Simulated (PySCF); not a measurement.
**KSi+: bond curves at several levels of theory**

Aim: find the lowest electronic state of KSi+, scan its bond at several levels of theory, and get bond length, wavenumber and dissociation energy from each curve.

Method: K 6-31G(d,p), Si 6-31G(d,p), no relativity; program: PySCF 2.14.0.

## Step 1: The job

Settings of the job:

```yaml
atoms: K, Si
charge: 1
basis: K 6-31G(d,p), Si 6-31G(d,p)
Hamiltonian: no relativity
basis_functions: 50
electrons_treated: 32
masses_in_u: 38.9637, 27.9769
levels: PBE0, PBE, r²SCAN, BHandHLYP, r²SCAN0, BLYP, CAM-B3LYP, HF, MP2, SCS-MP2, CCSD, CCSD(T)
grid: 80 radial by 434 angular points
occupations: held fixed by the projection of orbital angular momentum
dissociation_limit: K+ + Si, each in its ground configuration
starting_distance_in_angstrom: 3.160
values_of_2S_to_try: 0, 2
```

Run with:

```console
$ OMP_NUM_THREADS=1 python dia.py task.json out
```

Further steps of the session: First curve: PBE0; Excited determinants; PBE (GGA); r²SCAN (meta-GGA); BHandHLYP (global hybrid GGA); r²SCAN0 (hybrid meta-GGA); BLYP (GGA); CAM-B3LYP (range-separated hybrid); UHF; MP2 and coupled cluster.

Before running it: what results should come out? Wanted: for each run, Re; ωe; De; μ.

As calculated:

Lowest PBE0 solution found, without spin–orbit coupling: ³Π (triplet), unpaired electrons σ ↑, π ↑. State 2 has its PBE0 minimum 0.30 eV higher, as a spin-mixed determinant (⟨S²⟩ = 1.01), so this is no gap between pure states. The other levels ran on the lowest alone.

```tsv
level	Re (Å)	ωe (cm⁻¹)	De (eV)	μ (D)
UHF	3.852	78.5	0.224	-6.11
UHF-MP2	3.781	84.5	0.266	n/a
UHF-SCS-MP2	3.796	83.4	0.258	n/a
UHF-CCSD	3.785	84.2	0.266	n/a
UHF-CCSD(T)	3.780	84.7	0.270	n/a
PBE	3.684	88.2	0.319	-5.28
BLYP	3.742	84.8	0.312	-5.30
r²SCAN	3.715	85.0	0.267	-5.61
PBE0	3.682	87.9	0.288	-5.48
r²SCAN0	3.701	86.3	0.264	-5.64
BHandHLYP	3.695	88.8	0.281	-5.57
CAM-B3LYP	3.672	90.5	0.294	-5.49
```

De is counted to K+ + Si in their ground configurations. A positive dipole points from K to Si; in an ion it is taken about the centre of mass and does not tell which atom is negative.

**Reading.** Bond lengths run from 3.672 Å (CAM-B3LYP) to 3.852 Å (UHF). CCSD(T) can't serve as the judge here: for a weak bond in this basis it is far from its limit. Of the levels with a De here, UHF gives the least (0.224 eV) and PBE the most (0.319 eV).

Correlated steps freeze 10 core orbitals. The bond is weak, and basis-set superposition, which was not computed, may be a sizeable part of it.
